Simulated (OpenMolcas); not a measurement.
# Hf²⁺ among point charges: CASSCF levels, g values and susceptibility

Aim: the splitting of the states of Hf²⁺ in the field of 5 point charges, its lowest levels with spin-orbit coupling and its magnetic susceptibility.

Program: OpenMolcas 26.06. Level of theory: state-averaged CASSCF, spin-orbit coupling by RASSI with atomic mean-field integrals. These are calculated values, not measurements, unless marked.

## Step 1: What is computed

| Item | Value |
| --- | --- |
| Species | Hf²⁺ (hafnium, Z = 72, 70 electrons) |
| Basis | ANO-RCC-VDZP [7s6p4d2f1g], 68 functions |
| Scalar Hamiltonian | DKH2, point nucleus |
| Inactive shells | 1s 2s 2p 3s 3p 3d 4s 4p 4d 4f 5s 5p |
| Active space | 2 electrons in 5 orbitals (5d) |
| Some configurations of this space | 5d2 |
| Orbitals | optimised for each spin and parity, averaged over all roots |

Outer shells as boxes (Hund's rule):

5d2
```
5d [↑ ][↑ ][  ][  ][  ]
```

The ion sits among 5 point charges of -2 e arranged as a trigonal bipyramid (D3h), 2.14 Å from the ion, with the axial distance 2.568 Å. The active orbitals were held to one l.

The work runs as a chain of OpenMolcas steps in one folder; each step below is one input file. The outputs are cut to the sections that carry results. Labels, J, g values, rates, χT and fits are worked out afterwards by a script from the matrices that RASSI stores.

## Step 2: Basis and integrals

Input file a.inp:

```
&GATEWAY
Coord
1

Hf 0.0 0.0 0.0
Basis=ANO-RCC-VDZP
Group=NoSym
NoMove
AngMom=0.0 0.0 0.0
AMFI
XField
5 Angstrom 0
2.140000 0.000000 0.000000 -2.000000
-1.070000 1.853294 0.000000 -2.000000
-1.070000 -1.853294 0.000000 -2.000000
0.000000 0.000000 2.568000 -2.000000
0.000000 0.000000 -2.568000 -2.000000
&SEWARD
```

The run is started by

```console
OMP_NUM_THREADS=1 MOLCAS_MEM=1689 MOLCAS_PROJECT=a pymolcas a.inp > a.log
```

## Step 3: Reference wave functions, triplets, 10 roots

Input file a.inp:

```
&RASSCF
FileOrb=start.orb
Symmetry=1
Spin=3
nActEl=2 0 0
Inactive=34
Ras2=5
CIRoot=10 10 1
SDav=10
CIMx=300
Iter=120 100
PrWF=0.3
OrbListing=Nothing
MaxOrb=0
SupSym
1
20 10 11 12 13 14 19 20 21 22 23 35 36 37 38 39 48 49 50 51 52
>>> COPY $Project.JobIph JOB001
```

start.orb holds the contracted functions of the basis, ordered by shell, or the orbitals of the step before.

## Step 4: CASSCF: singlets, 15 roots

Input file a.inp:

```
&RASSCF
FileOrb=start.orb
Symmetry=1
Spin=1
nActEl=2 0 0
Inactive=34
Ras2=5
CIRoot=15 15 1
SDav=15
CIMx=300
Iter=120 100
PrWF=0.3
OrbListing=Nothing
MaxOrb=0
SupSym
1
20 10 11 12 13 14 19 20 21 22 23 35 36 37 38 39 48 49 50 51 52
>>> COPY $Project.JobIph JOB002
```

## Step 5: State interaction with spin-orbit coupling

Input file a.inp:

```
&RASSI
NrOfJobIphs=2 10 15
1 2 3 4 5 6 7 8 9 10
1 2 3 4 5 6 7 8 9 10 11 12 13 14 15
IphNames
JOB001
JOB002
EJob
SpinOrbit
DIPRint=1.0
SOCoupling=1000.0
Subsets=2
Property=9
'ANGMOM' 1 'ANGMOM' 2 'ANGMOM' 3 'MLTPL  1' 1 'MLTPL  1' 2 'MLTPL  1' 3
'AMFI' 1 'AMFI' 2 'AMFI' 3
SOProperty=3
'ANGMOM' 1 'ANGMOM' 2 'ANGMOM' 3
```

What does the calculation give? Wanted: spin-free ground state; first state of the same spin; lowest level; next level.

**Answer**, as computed:

| quantity | value |
| --- | --- |
| method | CASSCF |
| spin-free ground state | 3A2, 1-fold in its orbital part |
| first state of the same spin | triplet at 12600 cm⁻¹ |
| lowest level | 1-fold A1 |
| next level | 211.0 cm⁻¹ |
| χT at 300 K | 0.62 cm³ K/mol |
| effective moment at 300 K | 2.23 μB |

**Reading.** The spin-free ground state (3A2) comes to 87 % from free-ion F terms and keeps the highest spin of the shell. χT at 300 K is 0.62, against 1.00 cm³ K/mol for the spin alone, so orbital moment lowers it. Point charges give too small a field for d ions at true ligand charges. This is an electrostatic model: the charges have no orbitals.
